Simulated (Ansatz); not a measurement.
**F: squeezing one contact**

How do energy and force answer when the F1–F2 bond of F is squeezed or stretched? The runs shown use LAPW and crystal datasets. Companion runs by PAW are cited. Its runs: the reference run (LAPW); shortest bond scaled by 1 (crystal datasets); shortest bond scaled by 1.1 (LAPW); shortest bond scaled by 0.7 (LAPW); shortest bond scaled by 0.64 (LAPW); shortest bond scaled by 0.58 (LAPW).

Method: DFT LDA, with the methods named in each step, in Ansatz 0.2.0.

1 further run of the same task is left out (set aside as unsound or not needed).

### Step 1. Starting point

It takes space group P6_3/mmc (No. 194, hexagonal). The conventional cell has a = 2.646 Å, b = 2.646 Å, c = 4.287 Å, α = 90.00°, β = 90.00°, γ = 120.00°. F (site symmetry -6m2) is surrounded by 12 F at 2.63 to 2.65 Å.

Coordinates:

```cif
data_structure
_symmetry_space_group_name_H-M 'P6_3/mmc'
_symmetry_Int_Tables_number 194
_cell_length_a 2.6463
_cell_length_b 2.6463
_cell_length_c 4.2870
_cell_angle_alpha 90.000
_cell_angle_beta 90.000
_cell_angle_gamma 120.000
_cell_volume 26.00
loop_
_atom_site_label
_atom_site_type_symbol
_atom_site_symmetry_multiplicity
_atom_site_Wyckoff_symbol
_atom_site_fract_x
_atom_site_fract_y
_atom_site_fract_z
_atom_site_occupancy
F1 F 2 c 0.33333 0.66667 0.25000 1
```

The file gives the conventional cell by its symmetry; the runs use the cell typed in the input.

Atoms are numbered in the order of the input: F1, F2.

### Step 2. The bond as given, LAPW

Input file input.yaml:

```yaml
crystal:
  lattice:
    - [2.6463212685, 0.0, 0.0]
    - [-1.3231606343, 2.2917814451, 0.0]
    - [0.0, 0.0, 4.287040455]
  atoms:
    - { symbol: F, position: [0.3333333333, 0.6666666667, 0.25] }
    - { symbol: F, position: [0.6666666667, 0.3333333333, 0.75] }
kpoints:
  mp_grid: { grid: [13, 13, 7] }
scf:
  occupations: { method: fermi_dirac, width: 0.05 }
hamiltonian:
  xc: lda
  pseudopotentials: { kind: all_electron, lapw: { basis_error: 0.001 } }
output:
  forces: true
  stress: true
  eigenvalues: true
  populations: true
```

On the command line:

```sh
$ ansatz run input.yaml --threads 1 --pin off --max-ram 2048MiB --backend cpu --events-out ev --progress --plain --runs-dir out
```

### Step 3. Shortest bond scaled by 1, crystal datasets

input.yaml: that of step 2 with these lines changed.

```diff
@@ -14,3 +14,3 @@
   xc: lda
-  pseudopotentials: { kind: all_electron, lapw: { basis_error: 0.001 } }
+  pseudopotentials: { kind: all_electron, datasets: crystal }
 output:
@@ -19,2 +19,2 @@
   eigenvalues: true
-  populations: true
+  efg: { contact_densities: true }
```

### Step 4. Shortest bond scaled by 1.1, LAPW

Input file input.yaml:

```yaml
crystal:
  lattice:
    - [2.6463212685, 0.0, 0.0]
    - [-1.3231606343, 2.2917814451, 0.0]
    - [0.0, 0.0, 4.287040455]
  atoms:
    - { symbol: F, position: [0.3666666667, 0.6833333333, 0.275] }
    - { symbol: F, position: [0.6333333333, 0.3166666667, 0.725] }
kpoints:
  mp_grid: { grid: [13, 13, 7] }
scf:
  occupations: { method: fermi_dirac, width: 0.05 }
hamiltonian:
  xc: lda
  pseudopotentials: { kind: all_electron, lapw: { basis_error: 0.001 } }
output:
  forces: true
  stress: true
  eigenvalues: true
  populations: true
```

### Step 5. Shortest bond scaled by 0.7, LAPW

input.yaml: that of step 4 with these lines changed.

```diff
@@ -6,4 +6,4 @@
   atoms:
-    - { symbol: F, position: [0.3666666667, 0.6833333333, 0.275] }
-    - { symbol: F, position: [0.6333333333, 0.3166666667, 0.725] }
+    - { symbol: F, position: [0.2333333333, 0.6166666667, 0.175] }
+    - { symbol: F, position: [0.7666666667, 0.3833333333, 0.825] }
 kpoints:
```

### Step 6. Shortest bond scaled by 0.64, LAPW

input.yaml: that of step 5 with these lines changed.

```diff
@@ -6,4 +6,4 @@
   atoms:
-    - { symbol: F, position: [0.2333333333, 0.6166666667, 0.175] }
-    - { symbol: F, position: [0.7666666667, 0.3833333333, 0.825] }
+    - { symbol: F, position: [0.2133333333, 0.6066666667, 0.16] }
+    - { symbol: F, position: [0.7866666667, 0.3933333333, 0.84] }
 kpoints:
```

### Step 7. Shortest bond scaled by 0.58, LAPW

input.yaml: that of step 6 with these lines changed.

```diff
@@ -6,4 +6,4 @@
   atoms:
-    - { symbol: F, position: [0.2133333333, 0.6066666667, 0.16] }
-    - { symbol: F, position: [0.7866666667, 0.3933333333, 0.84] }
+    - { symbol: F, position: [0.1933333333, 0.5966666667, 0.145] }
+    - { symbol: F, position: [0.8066666667, 0.4033333333, 0.855] }
 kpoints:
```

(Steps that only read results are left out.)

Before running it: what results should come out?

The runs gave:

```
                                                                          quantity       value
                           force along the bond, positive apart, at 1.527 Å (LAPW)  -3.39 eV/Å
                            force along the bond, positive apart, at 1.527 Å (PAW)  -3.40 eV/Å
force along the bond, positive apart, at 1.527 Å (PAW (partial_waves polarizable))  -3.41 eV/Å
```

What this shows: At 1.53 Å the force along the bond is -3.39 eV/Å by LAPW, and the energy stands -1.90 eV over the given length. With two atoms in the cell whole sublattices move, so the other contacts between the two sublattices change too; at scales over 1 some of them become the shortest. PAW's force differs from LAPW's by at most 30 meV/Å, at 1.68 Å.
